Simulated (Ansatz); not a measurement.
# MnNi3 (Pm-3m): equation of state

One table from this session's results is given with a row withheld; the runs are named, their logs left out.

Method: DFT LDA, scalar-relativistic, plane waves, PAW, in Ansatz 0.2.0.

## The starting structure

It takes space group Pm-3m (No. 221, cubic). Conventional cell: a = 3.456 Å, b = 3.456 Å, c = 3.456 Å, α = 90.00°, β = 90.00°, γ = 90.00°. Around Mn (site symmetry m-3m) lie 12 Ni at 2.44 Å. Around Ni (site symmetry 4/mmm) lie 4 Mn at 2.44 Å and 8 Ni at 2.44 Å.

Structure file:

```
CELL_PARAMETERS angstrom
3.45630 0.00000 0.00000
0.00000 3.45630 0.00000
0.00000 0.00000 3.45630
ATOMIC_POSITIONS crystal
Mn 0.00000 0.00000 0.00000
Ni 0.00000 0.50000 0.50000
Ni 0.50000 0.00000 0.50000
Ni 0.50000 0.50000 0.00000
```

This cell comes from an earlier session at LDA: 10.322 Å³/atom at 0.10 GPa, on a 12×12×12 mesh.

Volume factors to run: 0.980, 1.020, 0.960, 1.040.

The first run:

Input file input.yaml:

```yaml
crystal:
  lattice:
    - [3.4331063387, 0.0, 0.0]
    - [0.0, 3.4331063387, 0.0]
    - [0.0, 0.0, 3.4331063387]
  atoms:
    - { symbol: Mn, position: [0.0, 0.0, 0.0], spin: 2.98 }
    - { symbol: Ni, position: [0.0, 0.5, 0.5], spin: 0.51 }
    - { symbol: Ni, position: [0.5, 0.0, 0.5], spin: 0.51 }
    - { symbol: Ni, position: [0.5, 0.5, 0.0], spin: 0.51 }
basis:
  ecutwfc: 420
  ecutrho_ratio: 4
kpoints:
  mp_grid: { grid: [12, 12, 12] }
hamiltonian:
  xc: lda
scf:
  occupations: { method: gaussian, width: 0.05 }
output:
  forces: true
  stress: true
  eigenvalues: true
  populations: true
magnetization:
  spin_polarized: true
```

On the command line:

```bash
$ ansatz run input.yaml --threads 2 --pin off --max-ram 5120MiB --backend cpu --events-out ev --progress --plain --runs-dir out
```

Among the steps run: Volume × 0.980; Scaling the volume by 1.020; Volume × 0.960; Volume × 1.040.

One of the session's tables, all rows but one given; the rest of the session is left out.

It belongs to the step «Energy and pressure against volume». 

```
volume (Å³/atom)  energy (meV/atom)  pressure (GPa)  moment of atom 1 (μB)
           9.909              13.36           10.65                   2.58
          10.116                  ?               ?                      ?
          10.322               0.00            0.10                   2.71
          10.529               2.73           -4.29                   2.78
          10.735              10.79           -8.16                   2.85
```

Q: Estimate the row for volume (Å³/atom) = 10.116 from the others.

Worked estimate for «energy (meV/atom)». A straight line through the neighbours (9.909, 13.36) and (10.322, 0.00) gives 13.36 + (0.00 − 13.36) × (10.116 − 9.909) / (10.322 − 9.909) = 6.66; a parabola fitted to 3 rows on both sides gives 3.53.

As computed: energy (meV/atom): 3.30; pressure (GPa): 5.05; moment of atom 1 (μB): 2.65. In «energy (meV/atom)» the line misses by +3.36 and the parabola by +0.23.

To keep in mind: Warnings in the runs' records: stability check not made.
